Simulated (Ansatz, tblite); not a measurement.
**The cluster Au₉+: a ladder of methods and basis sets**

Aim: run the singlet of the cluster Au₉+ at one geometry on many levels, and compare frontier levels, spin and run time.

Program: Ansatz 0.2.0, Gaussian basis. Level of theory: as each input shows. These are calculated values, not measurements.

Plan: GFN1-xTB, GFN2-xTB, PBE-D4/def2-TZVP, r2SCAN-D4/def2-TZVP, B97M-V/def2-TZVP, HF/def2-TZVP, HSE06-D4/def2-TZVP, LC-ωPBE(0.10)/def2-SVP, LC-ωPBE(0.15)/def2-SVP, LC-ωPBE(0.20)/def2-SVP, LC-ωPBE(0.30)/def2-SVP, PBE-D4/def2-SVP, PBE0-D4/def2-SVP, MP2/def2-SVP, RPA/def2-SVP.

1 further run of the same task is left out (it didn't finish).

## Step 1: The structure

The geometry is that of the singlet, from an earlier relaxation (PBE0-D4/def2-SVP). At that level it is the lowest of the isomers that a small search found.

9 atoms, charge 1, spin multiplicity 1.

Bond lengths: Au1–Au3 2.896 Å, Au1–Au5 2.647 Å, Au1–Au7 2.876 Å, Au1–Au8 2.731 Å, Au1–Au9 2.813 Å, Au2–Au3 2.723 Å, Au2–Au4 2.731 Å, Au2–Au9 2.731 Å, Au3–Au4 2.896 Å, Au3–Au7 2.896 Å, Au3–Au8 2.723 Å, Au3–Au9 2.896 Å, Au4–Au6 2.647 Å, Au4–Au7 2.813 Å, Au4–Au9 2.876 Å, Au5–Au9 2.647 Å, Au6–Au7 2.647 Å, Au7–Au8 2.731 Å. Angles: Au3–Au1–Au5 118.2°, Au3–Au1–Au7 60.2°, Au3–Au1–Au8 57.8°, Au3–Au1–Au9 60.9°, Au5–Au1–Au7 125.7°, Au5–Au1–Au8 173.3°, Au5–Au1–Au9 57.9°, Au7–Au1–Au8 58.2°, Au7–Au1–Au9 90.0°, Au8–Au1–Au9 118.7°, Au3–Au2–Au4 64.1°, Au3–Au2–Au9 64.1°, Au4–Au2–Au9 63.5°, Au1–Au3–Au2 116.1°, Au1–Au3–Au4 88.0°, Au1–Au3–Au7 59.5°, Au1–Au3–Au8 58.1°, Au1–Au3–Au9 58.1° and more.

Au takes a core potential in the def2 sets. No spin-orbit coupling is included. The ion is computed in the gas phase, without counter-ions or solvent.

PBE0-D4/def2-TZVP was run before; its log isn't repeated, and its numbers join the tables.

## Step 2: GFN1-xTB

Tight binding, by tblite at 300 K electronic temperature and without a spin-polarisation term:

```python
tblite.interface.Calculator('GFN1-xTB', numbers, positions, charge=1, uhf=0).singlepoint()
```

Energy -961.6079 eV, HOMO -15.72 eV, LUMO -14.49 eV; 0.03 s.

## Step 3: GFN2-xTB

Tight binding, by tblite at 300 K electronic temperature and without a spin-polarisation term:

```python
tblite.interface.Calculator('GFN2-xTB', numbers, positions, charge=1, uhf=0).singlepoint()
```

Energy -942.0540 eV, HOMO -13.44 eV, LUMO -9.20 eV; 0.026 s.

## Step 4: PBE-D4/def2-TZVP

start.molden holds the orbitals of an earlier run on this state, given as this run's starting guess.

in.yaml reads:

```yaml
crystal:
  periodic: [false, false, false]
  atoms:
    - {symbol: Au, position_ang: [-0.079438, 0.888988, -1.826583]}
    - {symbol: Au, position_ang: [-0.308407, 1.152950, 2.930208]}
    - {symbol: Au, position_ang: [-1.594347, 0.523536, 0.613845]}
    - {symbol: Au, position_ang: [0.607392, -1.062926, 1.623551]}
    - {symbol: Au, position_ang: [2.221395, 2.191368, -1.690034]}
    - {symbol: Au, position_ang: [1.207107, -3.315986, 0.369709]}
    - {symbol: Au, position_ang: [-0.569107, -1.764995, -0.833716]}
    - {symbol: Au, position_ang: [-2.581827, -0.203883, -1.817466]}
    - {symbol: Au, position_ang: [1.097243, 1.590938, 0.630485]}
basis:
  gaussian: {orbitals: def2-TZVP, initial_orbitals: start.molden}
total_charge: 1
hamiltonian: {xc: pbe, dispersion: d4}
scf: {omitted_lower_state_checks: [starts]}
output: {forces: true, orbitals: {seedname: orbitals}}
```

Started as:

```console
$ ansatz run in.yaml --threads 4 --pin off --events-out ev --progress --plain --max-ram 8704MiB
```

The runs that follow: r2SCAN-D4/def2-TZVP; B97M-V/def2-TZVP; HF/def2-TZVP; HSE06-D4/def2-TZVP; LC-ωPBE(0.10)/def2-SVP; LC-ωPBE(0.15)/def2-SVP; LC-ωPBE(0.20)/def2-SVP; LC-ωPBE(0.30)/def2-SVP; PBE-D4/def2-SVP; PBE0-D4/def2-SVP; MP2/def2-SVP; RPA/def2-SVP.

Before running them: what should the planned runs give, taken together? Wanted: gap in def2-TZVP, named functionals and Hartree-Fock, smallest and largest; gap over the ω; correlation energy, MP2/def2-SVP; PBE0 total energy, smallest basis above largest.

As calculated:

```
                                                                  quantity                           value
gap in def2-TZVP, named functionals and Hartree-Fock, smallest and largest  2.26 eV (PBE-D4), 7.40 eV (HF)
                                                   gap over the ω (1/bohr)  4.96 eV at 0.1, 7.10 eV at 0.3
                                          correlation energy, MP2/def2-SVP                       -93.38 eV
                           PBE0 total energy, smallest basis above largest   1.93 eV (def2-SVP, def2-TZVP)
```

In words: Over the named functionals and Hartree-Fock in def2-TZVP the gap runs from 2.26 eV (PBE-D4) to 7.40 eV (HF); exact exchange widens it. Raising the ω (1/bohr) from 0.1 to 0.3 moves the HOMO by -0.91 eV and the LUMO by +1.22 eV.
